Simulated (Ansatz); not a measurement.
**ClHISi radical: a rigid scan of the bond length Si2–H4**

An exercise on one series of results from a longer session: the logs are not shown, and one member is left open.

The runs use Ansatz 0.2.0, Gaussian basis; single points in def2-TZVPP.

Levels: PBE-D4, r2SCAN-D4, PBE0-D4, B3LYP-D4, wB97M-V, Hartree-Fock, MP2, CCSD, CCSD(T). The scan takes 1.341, 1.371, 1.414, 1.466, 1.522, 1.583, 1.648, 1.716, 1.788 Å.

Cores are frozen in the correlated methods. Filled d shells of the heavier atoms are correlated. Core potentials replace the inner electrons past krypton, and spin-orbit coupling is left out. Orbitals are unrestricted. B3LYP uses VWN-RPA correlation.

28 further runs of the same task are left out: 28 set aside as unsound or not needed.

### The system as given

The minimum, relaxed at PBE0-D4: SMILES `Cl[SiH]I`, 4 atoms, charge 0, spin multiplicity 2.

Atoms are counted from 1 here; the program's logs count them from 0.

Bond lengths: Cl1–Si2 2.051 Å, Si2–I3 2.432 Å, Si2–H4 1.490 Å. Angles: Cl1–Si2–I3 111.4°, Cl1–Si2–H4 107.2°, I3–Si2–H4 108.4°.

As a file:

```xyz
4

Cl   -1.8257   -0.6049   -0.1473
Si    0.0784    0.0513   -0.5339
I     1.7001   -1.0229    0.9257
H     0.1027    1.5163   -0.2649
```

Energies of the minimum (eV), from earlier single points: PBE-D4 -28510.05980, r2SCAN-D4 -28521.12710, PBE0-D4 -28512.48396, B3LYP-D4 -28523.11132, wB97M-V -28517.63345, CCSD(T) -28478.28085.

At the minimum the bond length Si2–H4 is 1.490 Å.

The first run:

ccsdt-tzvpp/in.yaml reads:

```yaml
crystal:
  periodic: [false, false, false]
  atoms:
    - {symbol: Cl, position_ang: [-1.825684, -0.604923, -0.147277]}
    - {symbol: Si, position_ang: [0.078423, 0.051299, -0.533930]}
    - {symbol: I, position_ang: [1.700051, -1.022882, 0.925670]}
    - {symbol: H, position_ang: [0.100285, 1.370062, -0.291722]}
basis:
  gaussian: {orbitals: def2-TZVPP}
magnetization: {spin_polarized: true, initial_magnetization: 1}
correlation: {method: ccsd_t}
scf: {omitted_lower_state_checks: [cluster_reference]}
```

The command line of these runs was not kept.

Among the steps run: Si2–H4 = 1.341 Å; Si2–H4 = 1.371 Å; Si2–H4 = 1.414 Å; Si2–H4 = 1.466 Å; Si2–H4 = 1.522 Å; Si2–H4 = 1.583 Å; Si2–H4 = 1.648 Å; Si2–H4 = 1.716 Å; Si2–H4 = 1.788 Å.

One of the session's tables, all rows but one given; the rest of the session is left out.

Energies less that of the minimum at the same level (kcal/mol):

```
bond length (Å)  PBE-D4  PBE0-D4  B3LYP-D4  wB97M-V  Hartree-Fock
          1.341     6.1      5.4       5.2      4.9           4.4
          1.371     3.8      3.3       3.1      2.9           2.5
          1.414     1.6      1.3       1.1      1.0           0.7
          1.466     0.2      0.1       0.1      0.0          -0.1
1.490 (minimum)     0.0      0.0       0.0      0.0           0.0
          1.522     0.0      0.2       0.2      0.3           0.5
          1.583       ?        ?         ?        ?             ?
          1.648     3.0      3.9       3.9      4.3           5.4
          1.716     5.9      7.2       7.1      7.8           9.4
          1.788     9.5     11.3      11.0     12.0          14.4
```

Estimate the missing values for bond length (Å) = 1.583.

Worked estimate for «PBE-D4». A straight line through the neighbours (1.522, 0.0) and (1.648, 3.0) gives 0.0 + (3.0 − 0.0) × (1.583 − 1.522) / (1.648 − 1.522) = 1.5; a parabola fitted to 4 rows on both sides gives 1.0.

The run gave: PBE-D4: 1.0; PBE0-D4: 1.5; B3LYP-D4: 1.5; wB97M-V: 1.7; Hartree-Fock: 2.3. In «PBE-D4» the line misses by +0.5 and the parabola by 0.0.

To keep in mind: A polynomial through the near points puts the CCSD(T) minimum 0.007 Å below the PBE0-D4 value.
